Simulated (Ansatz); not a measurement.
# Nudged elastic band run: Al5O8, charge +1

input.yaml

```yaml
crystal:
  lattice:
    - [-4.7351, -2.733811, 4.300333]
    - [4.7351, -2.733811, 4.300333]
    - [0.0, 5.467623, 4.300333]
  atoms:
    - { symbol: Al, position: [0.35193749, 0.35033517, 0.35641059] }
    - { symbol: Al, position: [0.1466688, 0.14950977, 0.15013038] }
    - { symbol: Al, position: [0.64262939, 0.6466112, 0.65298631] }
    - { symbol: Al, position: [0.85003874, 0.84543244, 0.8614438] }
    - { symbol: O, position: [0.59822935, 0.40250223, 0.75595751] }
    - { symbol: O, position: [0.75884737, 0.59530941, 0.4227637] }
    - { symbol: O, position: [0.40093711, 0.74999523, 0.59393831] }
    - { symbol: O, position: [0.38165305, 0.59774205, 0.26822906] }
    - { symbol: O, position: [0.24798848, 0.40249913, 0.59981492] }
    - { symbol: O, position: [0.5969252, 0.25493164, 0.4076239] }
    - { symbol: Al, position: [0.83698265, 0.83712294, 0.33756563] }
    - { symbol: Al, position: [0.1463446, 0.14650761, 0.64697406] }
    - { symbol: Al, position: [0.35168986, 0.35185448, 0.8523243] }
    - { symbol: O, position: [0.09690172, 0.90228127, 0.75052512] }
    - { symbol: O, position: [0.24990832, 0.09704651, 0.40275513] }
    - { symbol: O, position: [0.90212355, 0.25006082, 0.59753095] }
    - { symbol: O, position: [0.90411751, 0.09458462, 0.25153933] }
    - { symbol: O, position: [0.750963, 0.90424759, 0.59505761] }
    - { symbol: O, position: [0.09440959, 0.7511311, 0.404765] }
    - { symbol: Al, position: [0.855797, 0.35210523, 0.85082589] }
    - { symbol: Al, position: [0.64952317, 0.14682275, 0.64996769] }
    - { symbol: Al, position: [0.15235238, 0.64272527, 0.14708154] }
    - { symbol: Al, position: [0.36078755, 0.85014299, 0.34588224] }
    - { symbol: O, position: [0.09327211, 0.40104683, 0.25046848] }
    - { symbol: O, position: [0.25529314, 0.59839803, 0.90295449] }
    - { symbol: O, position: [0.92216724, 0.75899407, 0.09579004] }
    - { symbol: O, position: [0.90696054, 0.59710776, 0.75544568] }
    - { symbol: O, position: [0.76756693, 0.38187288, 0.09821516] }
    - { symbol: O, position: [0.09919483, 0.24816, 0.90294595] }
    - { symbol: Al, position: [0.35019192, 0.85591756, 0.85257523] }
    - { symbol: Al, position: [0.14934849, 0.64967162, 0.64728456] }
    - { symbol: Al, position: [0.64642198, 0.1525272, 0.14316533] }
    - { symbol: Al, position: [0.845224, 0.36090629, 0.35063322] }
    - { symbol: O, position: [0.59516691, 0.92229644, 0.25943707] }
    - { symbol: O, position: [0.74984083, 0.09346294, 0.90150571] }
    - { symbol: O, position: [0.40230324, 0.25547696, 0.09885885] }
    - { symbol: O, position: [0.40233321, 0.09934434, 0.74862641] }
    - { symbol: O, position: [0.25479707, 0.9071382, 0.09756182] }
    - { symbol: O, position: [0.59759606, 0.76774312, 0.88237373] }
total_charge: 1
basis:
  ecutwfc: 420.0
kpoints:
  mp_grid: { grid: [2, 2, 2] }
hamiltonian:
  xc: lda
  pseudopotentials: { kind: paw, azcp: { folder: soft_1 } }
scf:
  occupations: { method: fermi_dirac, width: 0.05 }
  lower_state_search: "off"
neb:
  images: 5
  f_tol: 0.05
  initial_path: linear
  max_iterations: 43
  final_atoms:
    - { symbol: Al, position: [0.3510687, 0.35378352, 0.35083998] }
    - { symbol: Al, position: [0.15028562, 0.14836042, 0.14456649] }
    - { symbol: Al, position: [0.65504143, 0.65031413, 0.63968593] }
    - { symbol: Al, position: [0.85376417, 0.85780754, 0.84801615] }
    - { symbol: O, position: [0.59829155, 0.40333831, 0.75043438] }
    - { symbol: O, position: [0.74118949, 0.57816865, 0.40514058] }
    - { symbol: O, position: [0.40700065, 0.75063969, 0.5995316] }
    - { symbol: O, position: [0.40592911, 0.59620225, 0.24924237] }
    - { symbol: O, position: [0.25267076, 0.40117411, 0.59800908] }
    - { symbol: O, position: [0.59332527, 0.24541635, 0.4033523] }
    - { symbol: Al, position: [0.66323607, 0.66323607, 0.16323603] }
    - { symbol: Al, position: [0.14869179, 0.14869179, 0.64869175] }
    - { symbol: Al, position: [0.35412002, 0.35412002, 0.85411997] }
    - { symbol: O, position: [0.09787486, 0.90228729, 0.74508788] }
    - { symbol: O, position: [0.24508793, 0.09787485, 0.40228725] }
    - { symbol: O, position: [0.9022873, 0.24508793, 0.59787481] }
    - { symbol: O, position: [0.90280956, 0.11868045, 0.23262306] }
    - { symbol: O, position: [0.73262311, 0.90280956, 0.61868039] }
    - { symbol: O, position: [0.11868044, 0.7326231, 0.40280951] }
    - { symbol: Al, position: [0.85084002, 0.3510687, 0.85378346] }
    - { symbol: Al, position: [0.64456651, 0.15028562, 0.64836038] }
    - { symbol: Al, position: [0.13968598, 0.65504142, 0.1503141] }
    - { symbol: Al, position: [0.34801621, 0.85376416, 0.35780749] }
    - { symbol: O, position: [0.09953164, 0.40700065, 0.25063965] }
    - { symbol: O, position: [0.25043443, 0.59829155, 0.90333825] }
    - { symbol: O, position: [0.90514064, 0.74118949, 0.07816861] }
    - { symbol: O, position: [0.90335235, 0.59332528, 0.7454163] }
    - { symbol: O, position: [0.7492424, 0.40592911, 0.09620222] }
    - { symbol: O, position: [0.09800911, 0.25267076, 0.90117405] }
    - { symbol: Al, position: [0.35378352, 0.85084002, 0.85106864] }
    - { symbol: Al, position: [0.14836043, 0.64456651, 0.65028558] }
    - { symbol: Al, position: [0.65031413, 0.13968598, 0.15504139] }
    - { symbol: Al, position: [0.85780754, 0.34801621, 0.35376411] }
    - { symbol: O, position: [0.57816865, 0.90514064, 0.24118945] }
    - { symbol: O, position: [0.75063969, 0.09953164, 0.90700059] }
    - { symbol: O, position: [0.40333831, 0.25043443, 0.09829153] }
    - { symbol: O, position: [0.40117411, 0.09800911, 0.75267072] }
    - { symbol: O, position: [0.24541636, 0.90335235, 0.09332525] }
    - { symbol: O, position: [0.59620225, 0.74924241, 0.90592904] }
  order_check: true
```

Command:

```bash
$ ansatz run input.yaml --threads 2 --pin off --max-ram 5120MiB --backend cpu --events-out ev --progress --plain --runs-dir out
```

Output, in part (warnings, iteration lines):

```
NEB end point (image 0): max|allowed force component| = 6.054e-3 eV/Å (the criterion of neb.relax_end_points is 1.000e-2)
NEB end point (image 6): max|allowed force component| = 1.847e-2 eV/Å (the criterion of neb.relax_end_points is 1.000e-2)
NEB iter   1: max|band force component| = 5.581e0 eV/Å  barrier→ = 2.8854 eV  barrier← = 2.8853 eV  Δτ_max = 0.0491 Å  (90 SCF iters)
NEB iter   2: max|band force component| = 2.924e0 eV/Å  barrier→ = 2.0359 eV  barrier← = 2.0357 eV  Δτ_max = 0.0578 Å  (46 SCF iters)
NEB iter   3: max|band force component| = 5.073e-1 eV/Å  barrier→ = 1.6173 eV  barrier← = 1.6172 eV  Δτ_max = 0.0120 Å  (50 SCF iters)
NEB iter   4: max|band force component| = 9.136e-2 eV/Å  barrier→ = 1.6001 eV  barrier← = 1.6000 eV  CI = image 3  Δτ_max = 0.0036 Å  (44 SCF iters)
NEB iter   5: max|band force component| = 3.106e-2 eV/Å  barrier→ = 1.5987 eV  barrier← = 1.5986 eV  CI = image 3  Δτ_max = 0.0000 Å  (363 SCF iters)
```

It converged. By the program's own check the climbing image is a first-order saddle point (lowest curvatures found: -4.93 and 1.64 eV/Å²). Limits of this set-up: coarse k mesh, PAW files made for another functional, no spin, though dangling bonds at a vacancy may carry it, a small cell, in which the defect meets its images, charged cell in a uniform background, uncorrected.

Final band (atoms are numbered from 1 in the order of the input):

```
image  path coordinate (Å)  energy (eV)  Al11–O17 (Å)  Al11–O18 (Å)  Al11–O19 (Å)
    0                 0.00         0.00          1.93          1.93          1.93
    1                 0.42         0.40          2.14          2.14          2.14
    2                 0.84         1.20          2.46          2.46          2.46
    3                 1.26         1.60          2.80          2.80          2.80
    4                 1.68         1.20          3.14          3.14          3.14
    5                 2.10         0.39          3.47          3.47          3.47
    6                 2.52         0.00          3.76          3.76          3.76
```

Time of the run: 12 min on 2 threads of Arm Neoverse V1, with other jobs on the host, peak memory 1.8 GiB.
